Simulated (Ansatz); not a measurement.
KPt in Ansatz: convergence with k mesh

Input of the first run (k mesh 3 × 3 × 2); the others differ in this setting and in those tied to it:

input.yaml

```yaml
crystal:
  lattice:
    - [3.0008472788, 0.0, 0.0]
    - [-1.5004236394, 2.5988099763, 0.0]
    - [0.0, 0.0, 5.345578]
  atoms:
    - { symbol: Pt, position: [0.6666666667, 0.3333333333, 0.0] }
    - { symbol: K, position: [0.0, 0.0, 0.5] }
hamiltonian:
  xc: pbe
  pseudopotentials: { kind: nc }
kpoints:
  mp_grid: { grid: [3, 3, 2] }
scf:
  occupations: { method: gaussian, width: 0.05 }
output:
  forces: true
  stress: true
  eigenvalues: true
```

Potentials or basis: Ansatz NC.

The run is started by

```bash
$ ansatz run input.yaml --threads 2 --pin off --max-ram 5632MiB --backend cpu --events-out ev --progress --plain --runs-dir out
```

The cell comes from a database or a generator and needn't be the stable form of this composition.

Hardware: 2 threads of Arm Neoverse V1, with other jobs on the host.

Question: The values tried are 3 × 3 × 2, 4 × 4 × 2, 5 × 5 × 3, 6 × 6 × 3, 7 × 7 × 4, 9 × 9 × 5, 11 × 11 × 6, 14 × 14 × 7, 17 × 17 × 8, loosest first. From which on does the pressure stay within 0.1 GPa of the tightest run that finished?

Answer: From 14 × 14 × 7 on.

```tsv
k mesh	energy less the tightest run, at zero smearing (meV/atom)	pressure (GPa)	SCF cycles	CPU time (s)	peak memory (GiB)
3 × 3 × 2	172.38	2.50	12	2.2	0.27
4 × 4 × 2	-21.72	0.94	10	2.5	0.28
5 × 5 × 3	83.12	0.40	12	3.8	0.28
6 × 6 × 3	-31.17	0.31	10	4.4	0.28
7 × 7 × 4	28.61	0.13	11	7.3	0.3
9 × 9 × 5	1.15	0.45	12	13	0.32
11 × 11 × 6	-5.15	0.43	11	19	0.37
14 × 14 × 7	-1.94	0.18	11	34	0.42
17 × 17 × 8	0.00	0.22	11	48	0.54
```

Not settled before the last step: the energy (to 1 meV/atom). Meshes of other sizes hit other points, so gaps and Fermi surfaces needn't settle smoothly. The tightest run that finished is the yardstick and may itself not be fully converged.

Spin-orbit coupling is left out, which matters for the levels of Pt.
